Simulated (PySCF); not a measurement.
# CeI4 (Ce(I)4-): the cost of one run

Program: PySCF 2.14.0. Level of theory: PBE0, Ce lcecp-1-SVP with ECP47, I def2-SVP with ECP28; scalar-relativistic core potentials, no spin–orbit coupling. These are calculated values, not measurements.

1 further run of the same task is left out (for a known fault of the program). Runs told in other sessions of the task aren't counted.

### 1 The starting structure

5 atoms, charge -1, spin multiplicity 1.

Bond lengths: Ce1–I2 3.039 Å, Ce1–I3 3.039 Å, Ce1–I4 3.039 Å, Ce1–I5 3.039 Å. Angles: I2–Ce1–I3 109.5°, I2–Ce1–I4 109.5°, I2–Ce1–I5 109.5°, I3–Ce1–I4 109.5°, I3–Ce1–I5 109.5°, I4–Ce1–I5 109.5°.

As a file:

```xyz
5

Ce    0.00000    0.00000    0.00000
I     1.75440    1.75440    1.75440
I    -1.75440   -1.75440    1.75440
I     1.75440   -1.75440   -1.75440
I    -1.75440    1.75440   -1.75440
```

Formal oxidation states: Ce +3. Each metal's 1 4f electrons lie in its core potential, so multiplicities, spins and levels count the valence alone.

### 2 SCF at the start, singlet

File run.py (the lines that set the calculation):

```python
mol = gto.M(atom='''
Ce     0.00000     0.00000     0.00000
I      1.75440     1.75440     1.75440
I     -1.75440    -1.75440     1.75440
I      1.75440    -1.75440    -1.75440
I     -1.75440     1.75440    -1.75440''',
    basis={'Ce': 'lcecp-1-SVP', 'I': 'def2-SVP'},
    ecp={'Ce': 'lcecp-1-SVP', 'I': 'def2-SVP'},
    charge=-1, spin=0)
mf = dft.RKS(mol, xc='PBE0')
mf.grids.atom_grid = (50, 194)  # f atoms: unpruned, at least (60, 302)
mf = mf.density_fit()  # fitting sets: Ce AutoAux, I def2-universal-JKFIT
mf.conv_tol = 1e-08; mf.max_cycle = 55
mf.kernel(dm0)  # dm0: free metal ions and neutral atoms
```

Run with:

```sh
$ OMP_NUM_THREADS=4 python run.py
```

Q: Estimate wall time and peak memory on 4 threads of Intel Xeon at 2.70GHz, shared host.

About 5.8 s, with a peak of 0.59 GiB.
